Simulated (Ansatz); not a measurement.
# SiO2: the cost of one run

Computed with Ansatz 0.2.0 (DFT r2SCAN, scalar-relativistic, plane waves, PAW, unless a step's input says otherwise).

2 further runs of the same task are left out: 1 that didn't finish, 1 set aside as unsound or not needed.

## Step 1: The structure to begin with

The structure is tetragonal, space group I4/mmm (No. 139). Conventional cell: a = 3.120 Å, b = 3.120 Å, c = 7.653 Å, α = 90.00°, β = 90.00°, γ = 90.00°. Si (site symmetry 4/mmm) is surrounded by 10 O at 2.54 to 2.56 Å. O (site symmetry 4mm) has 5 O at 2.53 to 2.56 Å and 5 Si at 2.54 to 2.56 Å as nearest neighbours.

Structure file:

```
CELL_PARAMETERS angstrom
-1.55976 1.55976 3.82628
1.55976 -1.55976 3.82628
1.55976 1.55976 -3.82628
ATOMIC_POSITIONS crystal
Si 0.00000 0.00000 0.00000
O 0.66500 0.66500 0.00000
O 0.33500 0.33500 0.00000
```

This is candidate A: MoSi2 (C11b) type (I4/mmm, No. 139).

(A quick probe on a coarse mesh, which set the mesh and smearing, is not shown.)

## Step 3: A loose first relaxation (candidate A)

input.yaml reads:

```yaml
crystal:
  lattice:
    - [-1.5597560892, 1.5597560892, 3.8262766562]
    - [1.5597560892, -1.5597560892, 3.8262766562]
    - [1.5597560892, 1.5597560892, -3.8262766562]
  atoms:
    - { symbol: Si, position: [0.0, 0.0, 0.0] }
    - { symbol: O, position: [0.665, 0.665, 0.0], spin: 1.09 }
    - { symbol: O, position: [0.335, 0.335, 0.0], spin: 1.09 }
basis:
  ecutwfc: 500
kpoints:
  mp_grid: { grid: [8, 8, 8] }
hamiltonian:
  xc: r2scan
scf:
  occupations: { method: gaussian, width: 0.1 }
  lower_state_search: "off"
output:
  forces: true
  stress: true
  eigenvalues: true
  populations: true
magnetization:
  spin_polarized: true
relax:
  adjacent_minimum: "off"
  f_tol: 0.04
  max_steps: 70
  cell: { stress_tol: 0.4 }
```

Launch:

```bash
ansatz run input.yaml --threads 1 --pin off --max-ram 3072MiB --backend cpu --events-out ev --progress --plain --runs-dir out
```

**Question.** How long does this run take on 1 thread of Intel Xeon Platinum 8488C (Sapphire Rapids), shared host, and how much memory does it need?

About 2.5 min, with a peak of 0.52 GiB.
